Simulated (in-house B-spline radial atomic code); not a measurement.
**Pseudo-atoms of manganese beyond the functional they were made with**

A pseudopotential made with a local or semilocal functional is often used under other methods. How large is the error for manganese?

Each job solves three atoms with an in-house B-spline radial code, non-relativistic and spherical, high spin: all electrons (AE), all electrons with the core left uncorrelated (FC), and the pseudo-atom (PS, semilocal channels for the l listed, the local potential above). Empty states run to l = 8; the Hartree-Fock start is not run with a model core. The AE exchange self-energy holds core-valence exchange, which PS lacks and its potential largely offsets, so that difference is no error by itself. The code writes a record and no log. All values are calculated.

## (1) Mn²⁺, LDA, core 1s 2s 2p, radii × 1.15

Input file settings:

```
Z = 25
electrons = 23.0
configuration = [Ar] 3d5
generated_in = [Ar] 3d5
functional = lda,vwn
core_shells = 3
radius_factor = 1.15
core_correction = False
ion_configuration = None
```

From the record: radii s 0.853, p 0.87, d 2.609, local 1.116 bohr. Reference levels, all-electron and pseudo (hartree): 3s -3.73145, -3.73145; 3p -2.64641, -2.64641; 3d -0.91070, -0.91070.

Levels in eV; differences are from AE. Left out are levels of quasi-particle weight under 0.75 (0.6 for the top and for empty ones), unbound levels and those not matched in AE and PS.

| start | level | mean field AE | PS − AE | G0W0 AE | FC − AE | PS − AE | exchange self-energy PS − AE |
| --- | --- | --- | --- | --- | --- | --- | --- |
| LDA | 3p down | -68.56 | -0.46 | -76.55 | +0.13 | -1.86 | +4.84 |
| PBE0 | 3d up | -28.45 | -0.33 | -34.00 | +0.11 | -0.17 | +6.97 |
| PBE0 | 3p down | -71.23 | -0.88 | -76.86 | +0.14 | -1.70 | +4.56 |
| Hartree-Fock | 3d up | -35.06 | +0.57 | -34.46 | +0.11 | -0.09 | +7.22 |
| Hartree-Fock | 3p down | -78.16 | -1.82 | -77.37 | +0.14 | -1.94 | +4.14 |
| Hartree-Fock | 4s up (empty) | -14.58 | -0.19 | -15.31 | +0.01 | -0.28 | +0.15 |

| start | valence RPA correlation, FC (hartree) | PS (hartree) | RPA polarisability (no kernel), AE (bohr³) | PS (bohr³) | ionisation by RPA, AE (eV) | PS − AE (eV) |
| --- | --- | --- | --- | --- | --- | --- |
| LDA | -0.8217 | -0.7339 | 3.56 | 3.76 | – | – |
| PBE0 | -0.7804 | -0.7004 | 3.02 | 3.19 | – | – |
| Hartree-Fock | -0.6887 | -0.6237 | 2.10 | 2.40 | – | – |

It took 25 s on 1 thread of Intel Xeon Platinum 8488C (Sapphire Rapids), shared host.

This pseudo-atom binds a spurious state.

## (2) Mn²⁺, LDA, core 1s 2s 2p, radii × 1.15, model core, made in [Ar] 3d5 4s2

Input file settings:

```
Z = 25
electrons = 23.0
configuration = [Ar] 3d5
generated_in = [Ar] 3d5 4s2
functional = lda,vwn
core_shells = 3
radius_factor = 1.15
core_correction = True
ion_configuration = None
```

From the record: radii s 0.853, p 0.87, d 2.609, local 1.116, model core 0.432 bohr. Reference levels, all-electron and pseudo (hartree): 3s -3.07664, -3.07664; 3p -1.99145, -1.99145; 3d -0.26654, -0.26654; 4s -0.19114, -0.19290.

Levels in eV; differences are from AE. Left out are levels of quasi-particle weight under 0.75 (0.6 for the top and for empty ones), unbound levels and those not matched in AE and PS.

| start | level | mean field AE | PS − AE | G0W0 AE | FC − AE | PS − AE | exchange self-energy PS − AE |
| --- | --- | --- | --- | --- | --- | --- | --- |
| LDA | 3p down | -68.56 | -0.98 | -76.55 | +0.13 | -2.43 | +4.74 |
| PBE0 | 3d up | -28.45 | -0.81 | -34.00 | +0.11 | -0.67 | +6.98 |
| PBE0 | 3p down | -71.23 | -0.85 | -76.86 | +0.14 | -1.70 | +4.69 |

| start | valence RPA correlation, FC (hartree) | PS (hartree) | RPA polarisability (no kernel), AE (bohr³) | PS (bohr³) | ionisation by RPA, AE (eV) | PS − AE (eV) |
| --- | --- | --- | --- | --- | --- | --- |
| LDA | -0.8217 | -0.7332 | 3.56 | 3.71 | – | – |
| PBE0 | -0.7804 | -0.6995 | 3.02 | 3.14 | – | – |

Wall time 25 s (1 thread of Intel Xeon Platinum 8488C (Sapphire Rapids), shared host).

This pseudo-atom binds a spurious state.

## (3) Mn²⁺, PBE, core 1s 2s 2p, radii × 1, model core, made in [Ar] 3d5 4s2

Input file settings:

```
Z = 25
electrons = 23.0
configuration = [Ar] 3d5
generated_in = [Ar] 3d5 4s2
functional = pbe,pbe
core_shells = 3
radius_factor = 1.0
core_correction = True
ion_configuration = None
```

From the record: radii s 0.742, p 0.756, d 2.277, local 0.972, model core 0.432 bohr. Reference levels, all-electron and pseudo (hartree): 3s -3.09375, -3.09372; 3p -1.99501, -1.99497; 3d -0.25760, -0.25760; 4s -0.18481, -0.18627.

Levels in eV; differences are from AE. Left out are levels of quasi-particle weight under 0.75 (0.6 for the top and for empty ones), unbound levels and those not matched in AE and PS.

| start | level | mean field AE | PS − AE | G0W0 AE | FC − AE | PS − AE | exchange self-energy PS − AE |
| --- | --- | --- | --- | --- | --- | --- | --- |
| PBE | 3d up | -26.04 | -0.49 | -33.66 | +0.11 | -0.50 | +5.01 |
| PBE | 3p down | -68.42 | -0.45 | -76.39 | +0.13 | -1.28 | +4.79 |
| PBE0 | 3d up | -28.45 | -0.44 | -34.00 | +0.11 | -0.41 | +5.04 |
| PBE0 | 3p down | -71.23 | -0.47 | -76.86 | +0.14 | -1.14 | +4.77 |

| start | valence RPA correlation, FC (hartree) | PS (hartree) | RPA polarisability (no kernel), AE (bohr³) | PS (bohr³) | ionisation by RPA, AE (eV) | PS − AE (eV) |
| --- | --- | --- | --- | --- | --- | --- |
| PBE | -0.8196 | -0.7608 | 3.63 | 3.62 | – | – |
| PBE0 | -0.7804 | -0.7269 | 3.02 | 3.06 | – | – |

Wall time 21 s (1 thread of Intel Xeon Platinum 8488C (Sapphire Rapids), shared host).

This pseudo-atom binds a spurious state.

## (4) Mn²⁺, PBE, core 1s 2s 2p, radii × 1.3, made in [Ar] 3d5 4s2

Input file settings:

```
Z = 25
electrons = 23.0
configuration = [Ar] 3d5
generated_in = [Ar] 3d5 4s2
functional = pbe,pbe
core_shells = 3
radius_factor = 1.3
core_correction = False
ion_configuration = None
```

From the record: radii s 0.964, p 0.983, d 2.96, local 1.263 bohr. Reference levels, all-electron and pseudo (hartree): 3s -3.09375, -3.09374; 3p -1.99501, -1.99500; 3d -0.25760, -0.25760; 4s -0.18481, -0.18804.

Levels in eV; differences are from AE. Left out are levels of quasi-particle weight under 0.75 (0.6 for the top and for empty ones), unbound levels and those not matched in AE and PS.

| start | level | mean field AE | PS − AE | G0W0 AE | FC − AE | PS − AE | exchange self-energy PS − AE |
| --- | --- | --- | --- | --- | --- | --- | --- |
| PBE | 3p down | -68.42 | -1.67 | -76.39 | +0.13 | -3.00 | +4.49 |
| PBE0 | 3d up | -28.45 | -0.55 | -34.00 | +0.11 | -0.12 | +9.51 |
| PBE0 | 3p down | -71.23 | -2.05 | -76.86 | +0.14 | -2.98 | +4.36 |
| PBE0 | 4s up (empty) | -18.47 | -0.58 | -15.63 | +0.01 | -0.71 | -0.04 |
| Hartree-Fock | 3d up | -35.06 | +0.93 | -34.46 | +0.11 | +0.00 | +9.79 |
| Hartree-Fock | 3p down | -78.16 | -3.23 | -77.37 | +0.14 | -3.28 | +3.87 |
| Hartree-Fock | 4s up (empty) | -14.58 | -0.64 | -15.31 | +0.01 | -0.82 | -0.27 |

| start | valence RPA correlation, FC (hartree) | PS (hartree) | RPA polarisability (no kernel), AE (bohr³) | PS (bohr³) | ionisation by RPA, AE (eV) | PS − AE (eV) |
| --- | --- | --- | --- | --- | --- | --- |
| PBE | -0.8196 | -0.7081 | 3.63 | 4.00 | – | – |
| PBE0 | -0.7804 | -0.6782 | 3.02 | 3.51 | – | – |
| Hartree-Fock | -0.6887 | -0.6043 | 2.10 | 2.71 | – | – |

It took 31 s on 1 thread of Intel Xeon Platinum 8488C (Sapphire Rapids), shared host.

## (5) Mn²⁺, PBE, core 1s 2s 2p, radii × 1.3, model core, made in [Ar] 3d5 4s2

Changes to settings since step 4:

```diff
@@ -7,3 +7,3 @@
 radius_factor = 1.3
-core_correction = False
+core_correction = True
 ion_configuration = None
```

From the record: radii s 0.964, p 0.983, d 2.96, local 1.263, model core 0.432 bohr. Reference levels, all-electron and pseudo (hartree): 3s -3.09375, -3.09374; 3p -1.99501, -1.99500; 3d -0.25760, -0.25760; 4s -0.18481, -0.18804.

Levels in eV; differences are from AE. Left out are levels of quasi-particle weight under 0.75 (0.6 for the top and for empty ones), unbound levels and those not matched in AE and PS.

| start | level | mean field AE | PS − AE | G0W0 AE | FC − AE | PS − AE | exchange self-energy PS − AE |
| --- | --- | --- | --- | --- | --- | --- | --- |
| PBE | 3p down | -68.42 | -1.63 | -76.39 | +0.13 | -2.96 | +4.50 |
| PBE0 | 3d up | -28.45 | -0.62 | -34.00 | +0.11 | -0.21 | +9.45 |
| PBE0 | 3p down | -71.23 | -1.84 | -76.86 | +0.14 | -2.77 | +4.45 |

| start | valence RPA correlation, FC (hartree) | PS (hartree) | RPA polarisability (no kernel), AE (bohr³) | PS (bohr³) | ionisation by RPA, AE (eV) | PS − AE (eV) |
| --- | --- | --- | --- | --- | --- | --- |
| PBE | -0.8196 | -0.7083 | 3.63 | 4.00 | – | – |
| PBE0 | -0.7804 | -0.6778 | 3.02 | 3.48 | – | – |

Wall time 18 s (1 thread of Intel Xeon Platinum 8488C (Sapphire Rapids), shared host).

This pseudo-atom binds a spurious state.

## (6) Results

Of the filled levels shown, the one that moves most in G0W0 on the functional of the generation (eV):

| pseudo-atom | level | PS − AE | FC − AE | exchange self-energy PS − AE |
| --- | --- | --- | --- | --- |
| Mn²⁺, LDA, core 1s 2s 2p, radii × 1.15 | 3p down | -1.86 | +0.13 | +4.84 |
| Mn²⁺, LDA, core 1s 2s 2p, radii × 1.15, model core, made in [Ar] 3d5 4s2 | 3p down | -2.43 | +0.13 | +4.74 |
| Mn²⁺, PBE, core 1s 2s 2p, radii × 1, model core, made in [Ar] 3d5 4s2 | 3p down | -1.28 | +0.13 | +4.79 |
| Mn²⁺, PBE, core 1s 2s 2p, radii × 1.3, made in [Ar] 3d5 4s2 | 3p down | -3.00 | +0.13 | +4.49 |
| Mn²⁺, PBE, core 1s 2s 2p, radii × 1.3, model core, made in [Ar] 3d5 4s2 | 3p down | -2.96 | +0.13 | +4.50 |

For these levels the shift runs from 1.28 eV (Mn²⁺, PBE, core 1s 2s 2p, radii × 1, model core, made in [Ar] 3d5 4s2) to 3.00 eV (Mn²⁺, PBE, core 1s 2s 2p, radii × 1.3, made in [Ar] 3d5 4s2). On other starts it reaches -3.28 eV (3p down, Hartree-Fock). Leaving the core uncorrelated explains little of it; the rest belongs to the pseudopotential itself, whose orbitals are smooth and whose core-valence exchange stays at the level of its own functional. The warnings of steps 1, 2, 3, 5 apply, and can be the main cause there. The radii follow a simple rule and aren't optimised.
